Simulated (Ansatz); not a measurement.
# CH4FGeOS radical: up Jacob's ladder to CCSD(T)

An exercise on one series of results from a longer session: the logs are not shown, and one member is left open.

The runs use Ansatz 0.2.0, Gaussian basis; functionals in def2-TZVPP, the program's frozen cores in correlated methods.

Plan: PBE-D4, r2SCAN-D4, PBE0-D4, B3LYP-D4, ωB97X-V, ωB97M-V, B2PLYP; CCSD(T)/def2-TZVPP; MP2/def2-QZVPP; extrapolation to the limit.

### Structure used throughout

An earlier PBE0-D4 in a triple-zeta def2 set relaxation fixed the geometry.

9 atoms, charge 0, spin multiplicity 2.

Atoms are counted from 1 here; the program's logs count them from 0.

Bond lengths: C1–O2 1.415 Å, C1–H6 1.095 Å, C1–H7 1.093 Å, C1–H8 1.092 Å, O2–Ge3 1.767 Å, Ge3–F4 1.754 Å, Ge3–S5 2.230 Å, S5–H9 1.344 Å. Angles: O2–C1–H6 111.0°, O2–C1–H7 112.1°, O2–C1–H8 107.2°, H6–C1–H7 109.1°, H6–C1–H8 108.4°, H7–C1–H8 108.9°, C1–O2–Ge3 122.2°, O2–Ge3–F4 105.1°, O2–Ge3–S5 102.9°, F4–Ge3–S5 111.2°, Ge3–S5–H9 92.4°.

Set-up of the first run:

Input file in.yaml:

```yaml
crystal:
  periodic: [false, false, false]
  atoms:
    - {symbol: C, position_ang: [-0.735675, -0.416050, -1.453109]}
    - {symbol: O, position_ang: [-0.752823, 0.313395, -0.240649]}
    - {symbol: Ge, position_ang: [0.204170, -0.172113, 1.162757]}
    - {symbol: F, position_ang: [1.667018, -0.874815, 0.497770]}
    - {symbol: S, position_ang: [0.627881, 1.771272, 2.171704]}
    - {symbol: H, position_ang: [-1.414732, -1.273406, -1.405679]}
    - {symbol: H, position_ang: [0.267470, -0.768827, -1.706805]}
    - {symbol: H, position_ang: [-1.084140, 0.255908, -2.240078]}
    - {symbol: H, position_ang: [1.220842, 1.164636, 3.214079]}
basis:
  gaussian: {orbitals: def2-TZVPP}
magnetization: {spin_polarized: true, initial_magnetization: 1}
hamiltonian: {xc: pbe, dispersion: d4}
output: {forces: true, orbitals: {seedname: orbitals}}
```

Command:

```
$ ansatz run in.yaml --threads 2 --pin off --events-out ev --progress --plain --max-ram 20480MiB --backend cpu
```

Steps of the session up to this table: PBE-D4 (GGA); r2SCAN-D4 (meta-GGA); PBE0-D4 (hybrid); B3LYP-D4 (hybrid); ωB97X-V (range-separated); ωB97M-V (range-separated); B2PLYP (double hybrid); CCSD(T) in def2-TZVPP; MP2 in def2-QZVPP.

One of the session's tables, all rows but one given; the rest of the session is left out.

| method | atomisation energy (kcal/mol) |
| --- | --- |
| PBE-D4 | 762.3 |
| r2SCAN-D4 | 748.7 |
| PBE0-D4 | 739.8 |
| B3LYP-D4 | 739.1 |
| ωB97X-V | 745.2 |
| ωB97M-V | 742.3 |
| B2PLYP | 732.2 |
| HF/def2-TZVPP | 513.2 |
| MP2/def2-TZVPP | 739.7 |
| CCSD/def2-TZVPP | 707.2 |
| CCSD(T)/def2-TZVPP | ? |
| MP2/CBS | 759.4 |
| CCSD(T)/CBS | 741.3 |

Q: Estimate the row for CCSD(T)/def2-TZVPP from the others.

The run gave: atomisation energy (kcal/mol): 721.7. In the column «atomisation energy (kcal/mol)» it lies between CCSD/def2-TZVPP (707.2) and B2PLYP (732.2).

To keep in mind: Free atoms (1 C, 1 O, 1 Ge, 1 F, 1 S, 4 H) were run apart at each level; the atomisation energy is their sum less the molecule, without zero-point or spin-orbit terms.
